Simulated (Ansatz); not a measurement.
Predict the output of the script below (the Python package of Ansatz (0.2.0)).

`ch4s2si.xyz`
```text
8

C    -0.43630    0.73520   -0.34550
Si    0.20660   -0.61540    0.71930
S     1.60930   -0.68230   -0.85630
S    -0.03030   -0.21520   -1.86610
H    -1.54900    0.96220   -0.22570
H     0.05660    1.74560   -0.29870
H     0.81850   -0.16010    2.01640
H    -0.58330   -1.82710    0.80090
```

`ch4s2si_methods.py`
```python
from pathlib import Path

import ansatz as az
import numpy as np

BASIS = "cc-pVDZ"


def main() -> None:
    ch4s2si = az.Crystal.molecule_from_extxyz("ch4s2si.xyz")

    job = ch4s2si.calculation().basis(gaussian=BASIS)

    print("functional    E (Ha)        dipole (D)   HOMO (eV)  LUMO (eV)")
    for name in ["pbe", "r2scan0", "lc_wpbe", "cam_b3lyp", "hf"]:
        report = job.functional(name).forces().orbitals().run(threads=1, pin="off", runs_dir="runs").report
        lines = Path(report["orbitals_path"]).read_text().splitlines()
        field_of = lambda key: [line.split("=")[1].strip() for line in lines if line.startswith(key)]
        orbitals = [(27.211386 * float(e), s, float(n)) for e, s, n in zip(field_of("Ene="), field_of("Spin="), field_of("Occup="))]
        homo = max(e for e, _, n in orbitals if n > 0.5)
        lumo = min(e for e, _, n in orbitals if n < 0.5)
        dipole = 4.803205 * np.linalg.norm(report["charge_distribution"]["dipole_moment_e_ang"])
        print(f"{name:10s} {report['free_energy_ev'] / 27.211386246:14.6f} {dipole:9.3f} {homo:11.3f} {lumo:10.3f}")


if __name__ == "__main__":
    main()
```

```console
$ python ch4s2si_methods.py
functional    E (Ha)        dipole (D)   HOMO (eV)  LUMO (eV)
pbe          -1125.821725     2.195      -4.771     -1.679
r2scan0      -1126.252852     2.525      -6.111     -0.687
lc_wpbe      -1126.019692     2.617      -8.579      1.536
cam_b3lyp    -1126.360768     2.430      -7.169      0.403
hf           -1124.168412     2.815      -8.587      2.669
```

Reading the output:
- Total energies depend on the basis set; only differences at equal settings carry meaning.
- The geometry is a force-field or estimated start, not a minimum of this method, and the basis set is short of its limit. A lower total doesn't mark the better method: functionals have no common bound, and MP2 and coupled cluster aren't variational.
- Levels such as HOMO and LUMO are orbital energies: with these approximate functionals they aren't the ionisation energy and electron affinity, and their gap isn't the fundamental gap.
- For Al to Cl the sets with a tight d function, cc-pV(X+d)Z, are usual.
- It ran for 18 s on 1 thread of Arm Neoverse V2 (shared host), peak memory 0.29 GiB.
